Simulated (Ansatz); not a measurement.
# SiH₄O + HF + HF: a complex and its separated parts

Aim: how far the complex at one end of a reaction step lies below its separated, relaxed parts, level by level.

The runs use Ansatz 0.2.0, Gaussian basis; PBE0-D4/def2-TZVP structures, single points in def2-TZVPP, no counterpoise correction.

Levels: SPW92, PBE-D4, BLYP-D4, r2SCAN-D4, B97M-V, PBE0-D4, B3LYP-D4, r2SCAN0-D4, BHLYP-D4, CAM-B3LYP-D4, wB97X-V, wB97M-V, B2PLYP, PBE-QIDH, RPA on PBE, Hartree-Fock, MP2, CCSD, CCSD(T).

Cores are frozen in the correlated methods. B3LYP uses VWN-RPA correlation. B2PLYP carries no dispersion term here.

113 further runs of the same task are left out: 113 set aside as unsound or not needed.

## (1) The system as given

The complex: 10 atoms, charge 0, spin multiplicity 1.

Atoms are counted from 1 here; the program's logs count them from 0.

Bond lengths: Si1–H2 1.509 Å, Si1–H3 1.481 Å, Si1–H4 1.473 Å, Si1–O5 1.644 Å, O5–H10 0.958 Å, H6–F7 0.933 Å, H8–F9 0.938 Å. Angles: H2–Si1–H3 107.4°, H2–Si1–H4 108.6°, H2–Si1–O5 108.3°, H3–Si1–H4 114.0°, H3–Si1–O5 111.8°, H4–Si1–O5 106.6°, Si1–O5–H10 118.5°.

Coordinates:

```mol
F2H6OSi
  3D, bonds by distance, orders not assigned

 10  7  0  0  0  0  0  0  0  0999 V2000
    0.6332    0.7468   -0.2927 Si  0  0
   -0.8469    0.4769   -0.1795 H   0  0
    1.2539   -0.4458   -0.9146 H   0  0
    1.1571    1.0644    1.0465 H   0  0
    0.8428    2.0932   -1.2116 O   0  0
   -0.4640   -1.9121    1.3572 H   0  0
    0.4257   -1.7032    1.5454 F   0  0
   -1.7128   -0.7684    0.2149 H   0  0
   -1.9962   -1.5792    0.5917 F   0  0
    0.7072    2.0274   -2.1573 H   0  0
  1  2  8  0
  1  3  8  0
  1  4  8  0
  1  5  8  0
  5 10  8  0
  6  7  8  0
  8  9  8  0
M  END
```

Its parts: SiH₄O holds atoms 1, 2, 3, 4, 5, 10; HF holds atoms 6, 7; HF holds atoms 8, 9. Each part counts its atoms afresh in its own runs.

## (2) Relaxing SiH₄O alone

Contents of relax-a/in.yaml:

```yaml
crystal:
  periodic: [false, false, false]
  atoms:
    - {symbol: Si, position_ang: [0.633201, 0.746784, -0.292661]}
    - {symbol: H, position_ang: [-0.846901, 0.476918, -0.179528]}
    - {symbol: H, position_ang: [1.253883, -0.445776, -0.914624]}
    - {symbol: H, position_ang: [1.157090, 1.064363, 1.046543]}
    - {symbol: O, position_ang: [0.842783, 2.093234, -1.211605]}
    - {symbol: H, position_ang: [0.707170, 2.027448, -2.157334]}
basis:
  gaussian: {orbitals: def2-TZVP}
hamiltonian: {xc: pbe0, dispersion: d4}
relax: {f_tol: 0.005, max_steps: 200}
```

Launch:

```console
$ ansatz run in.yaml --threads 4 --pin off --events-out ev --progress --plain --max-ram 9574MiB
```

After this run come: Relaxing HF alone; Relaxing HF alone; SPW92/def2-TZVPP; PBE-D4/def2-TZVPP; BLYP-D4/def2-TZVPP; r2SCAN-D4/def2-TZVPP; B97M-V/def2-TZVPP; PBE0-D4/def2-TZVPP; B3LYP-D4/def2-TZVPP; r2SCAN0-D4/def2-TZVPP; BHLYP-D4/def2-TZVPP; CAM-B3LYP-D4/def2-TZVPP; wB97X-V/def2-TZVPP; wB97M-V/def2-TZVPP; B2PLYP/def2-TZVPP; PBE-QIDH/def2-TZVPP; RPA on PBE/def2-TZVPP; CCSD(T)/def2-TZVPP; Vibrations of SiH₄O; Vibrations of HF; Vibrations of HF.

What does the calculation give? Wanted: complex less parts, CCSD(T)/def2-TZVPP; with zero-point energy; largest T1 diagnostic.

As calculated:

```
                              quantity          value
complex less parts, CCSD(T)/def2-TZVPP  -8.3 kcal/mol
                with zero-point energy  -5.0 kcal/mol
                 largest T1 diagnostic          0.011
```

At CCSD(T) the complex lies 8.3 kcal/mol below its parts. The functionals run from PBE-QIDH, off by -0.2 kcal/mol, to SPW92, off by -10.2 kcal/mol, against CCSD(T). By rung, the mean size of the error is: LDA 10.2, GGA 3.1, meta-GGA 2.7, hybrid 1.8, range-separated hybrid 2.1, double hybrid 0.3 kcal/mol. PBE-D4 gives a relative energy 3.7 kcal/mol too low, outside chemical accuracy (1 kcal/mol). No counterpoise was applied, and triple zeta lacks some correlation, so the CCSD(T) reference has a basis error of its own, and close matches with it are partly luck.
